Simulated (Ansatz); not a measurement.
# SnTe2: the cost of one run

Computed with Ansatz 0.2.0 (DFT PBE+D3(BJ), scalar-relativistic, plane waves, PAW, unless a step's input says otherwise).

1 further run of the same task is left out (set aside as unsound or not needed). Runs told in other sessions of the task aren't counted.

## 1. The system as given

The structure is hexagonal, space group P6_3mc (No. 186). Conventional cell: a = 4.191 Å, b = 4.191 Å, c = 12.016 Å, α = 90.00°, β = 90.00°, γ = 120.00°. Sn (site symmetry 3m) is surrounded by 6 Te at 2.99 to 3.02 Å. Te (site symmetry 3m) is surrounded by 3 Sn at 2.99 Å. Te (site symmetry 3m) has 3 Sn at 3.02 Å and 3 Te at 3.44 Å in its first shell of neighbours.

Structure file:

```
Sn Te
1.0
     4.19109    0.00000    0.00000
    -2.09555    3.62959    0.00000
     0.00000    0.00000   12.01588
Sn Te
2 4
Direct
  0.33333 0.66667 0.12021
  0.66667 0.33333 0.62021
  0.66667 0.33333 0.97432
  0.00000 0.00000 0.27126
  0.33333 0.66667 0.47432
  0.00000 0.00000 0.77126
```

It is the end of an earlier relaxation with the same method, from a generated guess; it needn't be the stable form of this composition. At a tolerance of 0.05 Å it has space group P6_3mc (No. 186); it has 30.46 Å³/atom, an uncorrected energy of -0.13 eV/atom over the elements.

## 2. Bands, states and charges

The input, input.yaml:

```yaml
crystal:
  lattice:
    - [4.1910939075, 2.89e-08, 0.0]
    - [-2.0955469787, 3.6295937791, 0.0]
    - [0.0, 0.0, 12.0158787]
  atoms:
    - { symbol: Sn, position: [0.3333333333, 0.6666666667, 0.120211] }
    - { symbol: Sn, position: [0.6666666667, 0.3333333333, 0.620211] }
    - { symbol: Te, position: [0.6666666667, 0.3333333333, 0.974319] }
    - { symbol: Te, position: [0.0, 0.0, 0.27126] }
    - { symbol: Te, position: [0.3333333333, 0.6666666667, 0.474319] }
    - { symbol: Te, position: [0.0, 0.0, 0.77126] }
basis:
  ecutwfc: 420
kpoints:
  mp_grid: { grid: [12, 12, 4] }
  band_path:
    path:
      - [[0.0, 0.0, 0.0], [0.5, 0.0, 0.0], [0.33333333, 0.33333333, 0.0], [0.0, 0.0, 0.0], [0.0, 0.0, 0.5], [0.5, 0.0, 0.5], [0.33333333, 0.33333333, 0.5], [0.0, 0.0, 0.5]]
      - [[0.5, 0.0, 0.5], [0.5, 0.0, 0.0]]
      - [[0.33333333, 0.33333333, 0.5], [0.33333333, 0.33333333, 0.0]]
    npoints: 14
hamiltonian:
  xc: pbe
  dispersion: d3bj
scf:
  occupations: { method: gaussian, width: 0.1 }
  n_extra_bands: 15
output:
  forces: true
  stress: true
  eigenvalues: true
  populations: true
  dos: { projected: true, de: 0.02, nscf_kmesh: { grid: [15, 15, 5] } }
  bader: true
  write_density: true
  write_potential: true
  elf: true
  volumetric_format: npy
```

On the command line:

```bash
$ ansatz run input.yaml --threads 4 --pin off --max-ram 8192MiB --backend cpu --events-out ev --progress --plain --runs-dir out
```

**Question.** How long does this run take on 4 threads of Intel Xeon Platinum 8488C (Sapphire Rapids), shared host, and how much memory does it need?

About 60 s, with a peak of 1.3 GiB.
